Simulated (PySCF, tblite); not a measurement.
# C₆H₈F₂O₂: geometry, infrared bands and NMR shifts

Aim: predict the infrared bands and NMR shifts of C₆H₈F₂O₂ (`CCO[C@@]1(F)COC=C1F`).

The runs use tblite 0.8.0 and PySCF 2.14.0, with density-fitted response routines of our own; the level of theory stands in each step. All values are computed, except where a source is named. Atoms are numbered from 0 throughout.

## Step 1: The molecule as given

18 atoms, charge 0, multiplicity 1; geometry from: force field or distance geometry start.

Bonds of the start (Å): C0–C1 1.53, C1–O2 1.43, O2–C3 1.44, C3–F4 1.34, C3–C5 1.55, C5–O6 1.45, O6–C7 1.38, C7–C8 1.32, C8–F9 1.34, C8–C3 1.47, C0–H10 1.09, C0–H11 1.10, C0–H12 1.09, C1–H13 1.09, C1–H14 1.10, C5–H15 1.08, C5–H16 1.10, C7–H17 1.07.

## Step 2: Relaxing the molecule with GFN2-xTB

The job: settings as JSON, then the geometry in Å.

```
{"job": {"kind": "relax", "xc": "GFN2-xTB", "basis": "xTB"}, "charge": 0, "multiplicity": 1}
C      2.904300     0.013200     0.081400
C      1.543300     0.263900    -0.579500
O      0.570900    -0.460300     0.171300
C     -0.759600    -0.222400    -0.320100
F     -0.756500    -0.272800    -1.662100
C     -1.737900    -1.284200     0.240500
O     -2.919500    -0.613400     0.754200
C     -2.550200     0.718000     0.777300
C     -1.382800     0.995900     0.219600
F     -0.894600     2.241500     0.124400
H      3.686600     0.541500    -0.455700
H      2.883000     0.352300     1.125100
H      3.124300    -1.052200     0.107700
H      1.578100    -0.101400    -1.606500
H      1.325200     1.340400    -0.565300
H     -2.057100    -1.978600    -0.526500
H     -1.293300    -1.856100     1.070000
H     -3.273000     1.381100     1.212500
```

Run with:

```bash
OMP_NUM_THREADS=1 python probes_run.py task.json out
```

The driver reads the jobs from task.json and runs them one after another.

**Question.** This job is followed by: GFN2-xTB harmonic vibrations, gas phase; GIAO PBE0/pcSseg-1 NMR shielding, non-relativistic, gas phase. Predict these results of the whole session: strongest single infrared mode (GFN2-xTB); zero-point energy (GFN2-xTB); 13C shifts against TMS (PBE0/pcSseg-1); 1H shifts against TMS (PBE0/pcSseg-1, means over atoms taken as alike); 17O shifts against H2O (PBE0/pcSseg-1); 19F shifts against CFCl3 (PBE0/pcSseg-1); surface potential, 1st and 99th percentile.

As calculated:

| quantity | value |
| --- | --- |
| strongest single infrared mode (GFN2-xTB) | 1199 cm⁻¹, 242 km/mol |
| zero-point energy (GFN2-xTB) | 83.6 kcal/mol |
| 13C shifts against TMS (PBE0/pcSseg-1) | 158.1, 144.3, 122.2, 83.4, 65.2, 17.7 ppm |
| 1H shifts against TMS (PBE0/pcSseg-1, means over atoms taken as alike) | 6.83, 4.68, 4.44, 4.30, 4.25, 1.35 ppm |
| 17O shifts against H2O (PBE0/pcSseg-1) | 121.0, 73.5 ppm |
| 19F shifts against CFCl3 (PBE0/pcSseg-1) | -118.6, -198.6 ppm |
| surface potential, 1st and 99th percentile | -0.97 V and 1.21 V |

What this shows: Over 128 steps the energy fell by 0.268 eV; of the close pairs, O2–C3 changed most, 1.438 to 1.366 Å. All 48 modes are real, so the xTB geometry is a minimum. The strongest single mode, at 1199 cm⁻¹, is spread over several atoms, C7, H17, C3, O6 among them. Unscaled tight-binding wavenumbers are off by several per cent, some by more. Its intensities can rank the bands wrongly. H17 (hydrogen on an alkene carbon bearing oxygen) lies farthest downfield among hydrogen, at 6.83 ppm; attached to an sp2 carbon and in the plane of the double bond. At PBE0/pcSseg-1: The widest tensor belongs to F4: span 170 ppm, with a paramagnetic part of -188 ppm.
